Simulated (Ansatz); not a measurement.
## LuSi2Ru2, space group I4/mmm: a single point from a YAML input, step by step

Program: the Ansatz DFT code, driven from Python.

Input file `lusi2ru2.yaml`:
```yaml
crystal:
  lattice:
    - [-2.06785, 2.06785, 4.70845]
    - [2.06785, -2.06785, 4.70845]
    - [2.06785, 2.06785, -4.70845]
  atoms:
    - { symbol: Lu, position: [0.0, 0.0, 0.0] }
    - { symbol: Si, position: [0.378, 0.378, 0.0] }
    - { symbol: Si, position: [0.622, 0.622, 0.0] }
    - { symbol: Ru, position: [0.75, 0.25, 0.5] }
    - { symbol: Ru, position: [0.25, 0.75, 0.5] }
kpoints:
  mp_grid: { grid: [6, 6, 6] }
hamiltonian:
  xc: pbesol
scf:
  occupations: { method: cold, width: 0.1 }
  eigensolver: { kind: davidson }
basis:
  ecutwfc: 420
  ecutrho_ratio: 6
  precision: f64
output:
  stress: true
  eigenvalues: true
```

Run as a notebook:

```python
import warnings

import ansatz
```

```python
warnings.simplefilter("ignore", ansatz.DeckWarning)
```

```python
done = ansatz.Session.from_deck("lusi2ru2.yaml").plan(threads=1).execute()
r = done.report
```

    

```python
r["converged"], r["free_energy_ev"]
```

    (True, -27491.791232296713)

```python
sorted(key for key in r if key.endswith("_ev"))
```

    ['eigenvalues_ev', 'energy_sigma0_ev', 'entropy_ts_ev', 'fermi_energy_ev', 'free_energy_ev',
     'gap_by_band_count_ev', 'harris_foulkes_ev', 'internal_energy_ev', 'lagrangian_above_aufbau_ev',
     'lagrangian_ev', 'lagrangian_sigma0_ev', 'loop_eigenvalues_ev', 'loop_fermi_energy_ev',
     'occupations_fermi_energy_ev', 'residual_norms_ev']

```python
print(f"free energy      {r['free_energy_ev']:.5f} eV")
print(f"per atom         {r['free_energy_ev'] / len(done.lattice.sites):.5f} eV")
print(f"SCF iterations   {r['n_iterations']}  (converged: {r['converged']})")
```

    free energy      -27491.79123 eV
    per atom         -5498.35825 eV
    SCF iterations   7  (converged: True)

```python
gap = None if "band_edges_ev" not in r else r["band_edges_ev"][1] - r["band_edges_ev"][0]
print("gap on the k mesh:", "withheld (metal, or smearing too wide to tell)" if gap is None else f"{gap:.3f} eV")
print("lowest empty less highest filled band, by band count:", round(r["gap_by_band_count_ev"], 3), "eV")
```

    gap on the k mesh: withheld (metal, or smearing too wide to tell)
    lowest empty less highest filled band, by band count: -2.257 eV

```python
print("band  energy (eV)  occupation, at k =", r["kpoints_frac"][0])
for band, (e, occ) in enumerate(zip(r["eigenvalues_ev"][0], r["occupations"][0]), start=1):
    print(f"{band:4d} {e:12.4f} {occ:9.4f}")
```

    band  energy (eV)  occupation, at k = [0.0, 0.0, 0.0]
       1     -55.8793    2.0000
       2     -55.8372    2.0000
       3     -39.7935    2.0000
       4     -26.0848    2.0000
       5     -26.0848    2.0000
       6     -25.8888    2.0000
       7     -25.8547    2.0000
       8     -25.8547    2.0000
       9     -25.8326    2.0000
      10     -10.5070    2.0000
      11     -10.5070    2.0000
      12     -10.3907    2.0000
      13       5.3708    2.0000
      14       8.9659    2.0000
      15      10.3501    2.0000
      16      11.3359    2.0000
      17      11.3359    2.0000
      18      11.4140    2.0000
      19      11.4300    2.0000
      20      11.4300    2.0000
      21      11.4372    2.0000
      22      11.4875    2.0000
      23      12.1402    2.0000
      24      12.1402    2.0000
      25      12.3580    2.0000
      26      14.1532    2.0000
      27      14.6088    2.0000
      28      14.6088    2.0000
      29      15.1665    2.0000
      30      15.3820    2.0000
      31      15.8677    2.0576
      32      15.8677    2.0576
      33      15.9568    2.1541
      34      16.2833    0.0006
      35      17.6595    0.0000
      36      18.9747    0.0000
      37      18.9747    0.0000
      38      19.3551    0.0000

```python
used = r["setup"]
print("cutoffs (eV):", used["ecut_ev"], used["ecutrho_ev"], " FFT grid:", used["fft_dense"])
print("cell volume {:.3f} A^3, {} symmetry operations".format(used["cell_volume_ang3"], used["n_sym_ops"]))

terms = r["components"]
{name: round(terms[name], 3) for name in ("e_kinetic", "e_hartree", "e_xc", "e_local", "e_nonlocal")}
```

    cutoffs (eV): 420.0 2520.0  FFT grid: [48, 48, 48]
    cell volume 80.533 A^3, 16 symmetry operations
    {'e_kinetic': 1538.322,
     'e_hartree': 4124.805,
     'e_xc': -709.373,
     'e_local': -10351.042,
     'e_nonlocal': 1324.16}

What to keep in mind:
- These settings explore the input space; cutoff and mesh may be short of convergence.
- Spin is left out of this run.
- The energy terms are those on the plane-wave grid, with the one-centre PAW part apart; the terms shown are only some of the summands, so they needn't add up to F.
- The negative TS is no error: cold and Methfessel-Paxton smearing have a generalised entropy.
- The computed bands are complete only to about 3.3 eV above the Fermi level.
- The mesh is modest for a metal, so energies can be off by several to tens of meV an atom and pressures by half a GPa or more; differences at equal mesh fare better.
- A gap by band count of zero or less means overlapping bands, a metal, and at an odd count of electrons it is no gap at all.
- The structure is a deposited one; some such entries were measured under pressure or heat, so a shift against it needn't be the functional's error alone.
- Levels are Kohn-Sham eigenvalues on this mesh, without spin-orbit coupling.
- Timing: 11 s on 1 thread of Arm Neoverse V1, with other jobs on the host, peak memory 0.48 GiB.

(Lines on the test bed's own set-up are left out of the output.)
